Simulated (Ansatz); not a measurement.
# C₃H₁₁InS: how energies converge with the basis set

One table from this session's results is given with a row withheld; the runs are named, their logs left out.

Computed with Ansatz 0.2.0, Gaussian basis. Level: one geometry, several basis sets.

Levels to be run: PBE0-D4/def2-SVP; ωB97M-V/def2-SVP; PBE0-D4/def2-QZVPP; ωB97M-V/def2-QZVPP; the functionals' def2-TZVPP values are taken from earlier runs.

1 further run of the same task is left out (for a known fault of the program). Runs told in other sessions of the task aren't counted.

### The geometry

An earlier PBE0-D4 in a triple-zeta def2 set relaxation fixed the geometry. In takes the def2 core potential; no spin-orbit term is included.

SMILES `[CH3][In-]([CH3])([CH3])[SH2+]`, 16 atoms, charge 0, spin multiplicity 1.

Atoms are counted from 1 here; the program's logs count them from 0.

Bond lengths: C1–In2 2.174 Å, C1–H6 1.093 Å, C1–H7 1.092 Å, C1–H8 1.092 Å, In2–C3 2.167 Å, In2–C4 2.174 Å, In2–S5 2.944 Å, C3–H9 1.092 Å, C3–H10 1.092 Å, C3–H11 1.093 Å, C4–H12 1.092 Å, C4–H13 1.092 Å, C4–H14 1.093 Å, S5–H15 1.343 Å, S5–H16 1.343 Å. Angles: In2–C1–H6 110.2°, In2–C1–H7 111.2°, In2–C1–H8 111.3°, H6–C1–H7 107.5°, H6–C1–H8 107.6°, H7–C1–H8 108.9°, C1–In2–C3 119.9°, C1–In2–C4 118.8°, C1–In2–S5 92.7°, C3–In2–C4 119.9°, C3–In2–S5 96.6°, C4–In2–S5 92.7°, In2–C3–H9 111.1°, In2–C3–H10 111.1°, In2–C3–H11 110.0°, H9–C3–H10 108.8°, H9–C3–H11 107.8°, H10–C3–H11 107.9° and more.

Set-up of the first run:

File in.yaml:

```yaml
crystal:
  periodic: [false, false, false]
  atoms:
    - {symbol: C, position_ang: [-0.772713, 1.301645, -1.562810]}
    - {symbol: In, position_ang: [0.293539, -0.118107, -0.308438]}
    - {symbol: C, position_ang: [2.350136, 0.271090, 0.254513]}
    - {symbol: C, position_ang: [-0.552519, -2.099412, -0.016303]}
    - {symbol: S, position_ang: [-0.936290, 0.924546, 2.154687]}
    - {symbol: H, position_ang: [-0.473131, 1.181493, -2.607131]}
    - {symbol: H, position_ang: [-0.548059, 2.330561, -1.272650]}
    - {symbol: H, position_ang: [-1.852736, 1.146909, -1.508447]}
    - {symbol: H, position_ang: [2.511568, 1.334685, 0.440000]}
    - {symbol: H, position_ang: [2.625258, -0.287407, 1.151180]}
    - {symbol: H, position_ang: [3.023257, -0.034480, -0.550609]}
    - {symbol: H, position_ang: [-1.644473, -2.070117, -0.025835]}
    - {symbol: H, position_ang: [-0.218893, -2.535714, 0.927936]}
    - {symbol: H, position_ang: [-0.232663, -2.768556, -0.819226]}
    - {symbol: H, position_ang: [-1.896787, 1.569773, 1.472909]}
    - {symbol: H, position_ang: [-1.698398, -0.169710, 2.314625]}
basis:
  gaussian: {orbitals: def2-SVP}
hamiltonian: {xc: pbe0, dispersion: d4}
output: {orbitals: {seedname: orbitals}}
```

Run with:

```bash
ansatz run in.yaml --threads 4 --pin off --events-out ev --progress --plain --max-ram 11315MiB
```

Steps of the session up to this table: PBE0-D4 in def2-SVP; ωB97M-V in def2-SVP; PBE0-D4 in def2-QZVPP; ωB97M-V in def2-QZVPP.

One of the session's tables, all rows but one given; the rest of the session is left out.

It belongs to the step «Functionals by basis». 

```
functional       basis  HOMO (eV)  LUMO (eV)
   PBE0-D4    def2-SVP          ?          ?
   PBE0-D4  def2-TZVPP      -6.70      -0.23
   PBE0-D4  def2-QZVPP      -6.72      -0.33
   ωB97M-V    def2-SVP      -8.81       1.93
   ωB97M-V  def2-TZVPP      -8.90       1.26
   ωB97M-V  def2-QZVPP      -8.91       0.87
```

Estimate the missing values for PBE0-D4, def2-SVP.

As computed: HOMO (eV): -6.61; LUMO (eV): 0.29. In the column «HOMO (eV)» it is the highest.
